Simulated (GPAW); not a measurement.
# PBE-D3(BJ)/plane waves (scalar-relativistic datasets, plane-wave cutoff 340 eV, max step 0.04) run of C2H2AlF (SMILES C#[C][AlH][F])

Wanted: a geometry optimisation of C2H2AlF. The job is set up through an ASE script.

Program for the calculation: GPAW 26.7.0.

3 further runs of the same task are left out: 1 that didn't finish, 2 set aside as unsound or not needed.

## Step 1: Starting point

C2H2AlF has 6 atoms, charge 0, and is taken as a singlet. As SMILES, `C#[C][AlH][F]`. All atoms were displaced at random from a relaxed shape. The run starts from this shape.

Bond lengths: C1–C2 1.226 Å, C2–Al3 1.930 Å, Al3–F4 1.642 Å, C1–H5 1.018 Å, Al3–H6 1.558 Å. Angles: C1–C2–Al3 176.7°, C2–Al3–F4 116.5°, C2–C1–H5 175.8°, C2–Al3–H6 124.4°, F4–Al3–H6 119.0°.

## Step 2: A geometry optimisation at PBE-D3(BJ)/plane waves (scalar-relativistic datasets, plane-wave cutoff 340 eV, max step 0.04)

Contents of calc.py:

```python
import numpy as np
from ase import Atoms
from ase.calculators.mixing import SumCalculator
from ase.io import write
from ase.optimize import BFGS
from ase.units import Bohr
from dftd3.ase import DFTD3
from gpaw import GPAW, PW

# Structure
positions_bohr = np.array(
              [[  3.152762,  -0.564316,  -1.498749],
               [  1.114294,  -0.226287,  -0.452950],
               [ -2.145657,   0.442493,   1.039251],
               [ -4.395244,  -1.604137,   0.426441],
               [  4.908550,  -0.796032,  -2.249124],
               [ -2.733015,   2.725998,   2.803501]])
atoms = Atoms(["C", "C", "Al", "F", "H", "H"], positions=positions_bohr * Bohr)
atoms.center(vacuum=5.0)

# GPAW settings
gpaw_calc = GPAW(mode=PW(340), maxiter=100, xc="PBE", symmetry="off", txt="-")
atoms.calc = SumCalculator([DFTD3(method="PBE", damping="d3bj"), gpaw_calc])

opt = BFGS(atoms, trajectory="molecule.traj", maxstep=0.04)
converged = opt.run(fmax=0.01, steps=40)
print("Converged:", converged)
print(f"Final energy: {atoms.get_potential_energy():.5f} eV")
print(f"r(H4-C0)                {atoms.get_distance(4, 0):.4f} Ang")
print(f"r(Al2-C1): {atoms.get_distance(2, 1):.4f} Ang")
write("relaxed.xyz", atoms)
```

Run with:

```sh
$ python3 calc.py
```

What values should one expect? Wanted: energy as printed; dipole moment; HOMO energy; LUMO energy; HOMO–LUMO gap; dispersion energy.

Computed results:

Level: PBE-D3(BJ)/plane waves (scalar-relativistic datasets, plane-wave cutoff 340 eV, max step 0.04).

```
                                              quantity         value
energy as printed (from the program's reference atoms)   -27.6681 eV
                                         dipole moment        1.94 D
                   HOMO energy (from the vacuum level)      -7.29 eV
                   LUMO energy (from the vacuum level)      -2.50 eV
                                         HOMO–LUMO gap       4.79 eV
                                     dispersion energy  -8.38 kJ/mol
```

In words: At the final geometry: Bond lengths: C1–C2 1.227 Å, C2–Al3 1.904 Å, Al3–F4 1.676 Å, C1–H5 1.081 Å, Al3–H6 1.578 Å. Angles: C1–C2–Al3 176.4°, C2–Al3–F4 117.7°, C2–C1–H5 179.8°, C2–Al3–H6 124.2°, F4–Al3–H6 118.0°. The optimisation took 27 steps and changed the energy by -0.150 eV.
